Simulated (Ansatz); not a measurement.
# GeH6O3S: the cost of one run

All numbers below are computed with Ansatz 0.2.0 (RKS PBE-D4/def2-SVP).

**1. Starting point**

Bond lengths: Ge1–O2 2.120 Å, O2–H3 1.010 Å, Ge1–O4 1.770 Å, O4–H5 1.010 Å, Ge1–H6 1.549 Å, Ge1–O7 1.769 Å, O7–H8 1.010 Å, Ge1–S9 2.550 Å, S9–H10 1.400 Å, S9–H11 1.629 Å. Angles (14 of 16 angles, heavy atoms first): O2–Ge1–O4 109.4°, O2–Ge1–O7 109.5°, O2–Ge1–S9 71.6°, O4–Ge1–O7 109.5°, O4–Ge1–S9 67.1°, O7–Ge1–S9 176.5°, Ge1–O2–H3 109.5°, O2–Ge1–H6 109.5°, O4–Ge1–H6 109.5°, H6–Ge1–O7 109.5°, H6–Ge1–S9 72.9°, Ge1–O4–H5 109.5°, Ge1–O7–H8 109.5°, Ge1–S9–H10 109.5°.

Coordinates:

```xyz
11

Ge    0.0000    0.0000    0.0000
O     0.0000    0.0000    2.1200
H    -0.9095   -0.2814    2.4571
O     1.6691    0.0000   -0.5894
H     1.9855   -0.9521   -0.7061
H    -0.7300    1.2648   -0.5162
O    -0.8337   -1.4443   -0.5894
H    -1.2883   -1.9100    0.1830
S     1.3373    2.0168    0.8041
H     2.4142    1.5819    1.5858
H     0.6955    1.0488    1.9464
```

**2. Pulling towards end A**

Springs on the bonds that form and break draw the guess towards this end; the thresholds are loose.

Contents of input.yaml:

```yaml
crystal:
  periodic: [false, false, false]
  atoms:
    - { symbol: Ge, position_ang: [0.0, 0.0, 0.0] }
    - { symbol: O, position_ang: [0.0, 0.0, 2.12] }
    - { symbol: H, position_ang: [-0.9095, -0.2814, 2.4571] }
    - { symbol: O, position_ang: [1.6691, 0.0, -0.5894] }
    - { symbol: H, position_ang: [1.9855, -0.9521, -0.7061] }
    - { symbol: H, position_ang: [-0.73, 1.2648, -0.5162] }
    - { symbol: O, position_ang: [-0.8337, -1.4443, -0.5894] }
    - { symbol: H, position_ang: [-1.2883, -1.91, 0.183] }
    - { symbol: S, position_ang: [1.3373, 2.0168, 0.8041] }
    - { symbol: H, position_ang: [2.4142, 1.5819, 1.5858] }
    - { symbol: H, position_ang: [0.6955, 1.0488, 1.9464] }
basis:
  gaussian: { orbitals: def2-SVP }
hamiltonian:
  xc: pbe
  dispersion: d4
relax:
  f_tol: 0.15
  max_steps: 25
  restrain:
    - { distance: [0, 8], at: 3.45, k: 30.0 }
    - { distance: [10, 1], at: 2.21, k: 30.0 }
    - { distance: [0, 1], at: 1.77, k: 30.0 }
    - { distance: [10, 8], at: 1.4, k: 30.0 }
```

On the command line:

```console
> ansatz run input.yaml --threads 4 --pin off --max-ram 5120MiB --backend cpu --events-out ev --progress --plain --runs-dir out
```

What time and memory should one allow on 4 threads of Arm Neoverse V2, shared host?

About 13 s, with a peak of 0.18 GiB.
